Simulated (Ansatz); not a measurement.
# F3Sn: the cost of one run

Method: UKS PBE-D4/def2-SVP, in Ansatz 0.2.0.

1 further run of the same task is left out (it didn't finish).

## (1) The starting structure

Bond lengths: F1–Sn2 1.937 Å, Sn2–F3 1.944 Å, Sn2–F4 1.945 Å. Angles: F1–Sn2–F3 110.2°, F1–Sn2–F4 112.3°, F3–Sn2–F4 109.0°.

Structure file:

```xyz
4

F    -0.9130   -1.5038    0.6097
Sn    0.4241   -0.1985    0.0978
F     0.1573    1.4570    1.0809
F     0.3871    0.1850   -1.8088
```

## (2) End point A

Contents of input.yaml:

```yaml
crystal:
  periodic: [false, false, false]
  atoms:
    - { symbol: F, position_ang: [-0.913, -1.5038, 0.6097] }
    - { symbol: Sn, position_ang: [0.4241, -0.1985, 0.0978] }
    - { symbol: F, position_ang: [0.1573, 1.457, 1.0809] }
    - { symbol: F, position_ang: [0.3871, 0.185, -1.8088] }
magnetization:
  spin_polarized: true
  initial_magnetization: 1
basis:
  gaussian: { orbitals: def2-SVP }
hamiltonian:
  xc: pbe
  dispersion: d4
relax:
  f_tol: 0.015
  max_steps: 40
```

Run with:

```sh
> ansatz run input.yaml --threads 1 --pin off --max-ram 2048MiB --backend cpu --events-out ev --progress --plain --runs-dir out
```

What time and memory should one allow on 1 thread of Intel Xeon Platinum 8259CL at 2.50GHz (Skylake/Cascade Lake), shared host?

About 17 s, with a peak of 0.15 GiB.
